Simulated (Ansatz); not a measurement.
# Al₂GaH+ (doublet): wave-function methods side by side, cc-pVTZ

The task here is to estimate one member of a computed series from the others.

Method: cc-pVTZ, core rule «outside noble gas», up to 24 orbitals frozen; program: Ansatz 0.2.0, Gaussian basis.

The runs, in order: UHF; CCSD(T) on ROHF; CCSD(T) on UHF; BCCD(T) on ROHF; CCSDT(Q) on ROHF; CCSDT(Q) on UHF; CASSCF and NEVPT2, 9 electrons in 13 orbitals.

4 further runs of the same task are left out: 4 set aside as unsound or not needed. Runs told in other sessions of the task aren't counted.

## The geometry

The geometry is a PBE0/def2-TZVP stationary point (not a proven minimum) of the parent state, kept for this charge and spin. No spin-orbit coupling is included. The filled d shell of Ga may be among the frozen orbitals whatever the setting's name suggests.

4 atoms, charge 1, spin multiplicity 2.

Atoms are counted from 1 here; the program's logs count them from 0.

Bond lengths: Al1–Ga2 2.698 Å, Ga2–Al3 2.698 Å, Ga2–H4 1.623 Å. Angles: Al1–Ga2–Al3 146.7°, Al1–Ga2–H4 106.6°, Al3–Ga2–H4 106.6°.

The first run:

Input file in.yaml:

```yaml
crystal:
  periodic: [false, false, false]
  atoms:
    - {symbol: Al, position_ang: [0.000000, -0.451085, -2.584700]}
    - {symbol: Ga, position_ang: [0.000000, 0.321015, 0.000000]}
    - {symbol: Al, position_ang: [0.000000, -0.451085, 2.584700]}
    - {symbol: H, position_ang: [0.000000, 1.944415, 0.000000]}
basis:
  gaussian: {orbitals: cc-pVTZ}
total_charge: 1
magnetization: {spin_polarized: true, initial_magnetization: 1}
hamiltonian: {xc: hf}
output: {orbitals: {seedname: orbitals}}
```

Run with:

```bash
> ansatz run in.yaml --threads 1 --pin off --events-out ev --progress --plain --max-ram 4096MiB --backend cpu
```

Steps of the session up to this table: UHF; CCSD(T) on ROHF; CCSD(T) on UHF; BCCD(T) on ROHF; CCSDT(Q) on ROHF; CCSDT(Q) on UHF; CASSCF and NEVPT2, 9 electrons in 13 orbitals.

One table of the session follows, with a row left open; its other results are not shown here.

```
        method  from UCCSDT(Q) (meV)
          ROHF               +5567.2
           UHF               +5209.1
          RMP2               +1350.5
          UMP2               +1463.1
         RCCSD                +270.4
         UCCSD                +256.5
      RCCSD(T)                 +58.7
      UCCSD(T)                 +63.0
       BCCD(T)                 +61.9
        RCCSDT                 +15.6
        UCCSDT                 +13.3
     RCCSDT(Q)                  +2.0
     UCCSDT(Q)                     0
CASSCF valence               +2614.0
NEVPT2 valence                     ?
```

Estimate the missing values for NEVPT2 valence.

As computed: from UCCSDT(Q) (meV): +735.7. In the column «from UCCSDT(Q) (meV)» it lies between RCCSD (+270.4) and RMP2 (+1350.5).

Caveats from the session: Restricted and unrestricted rows rest on different reference determinants; a gap between their highest levels can come from leftover correlation error, from unlike frozen cores or from another state.
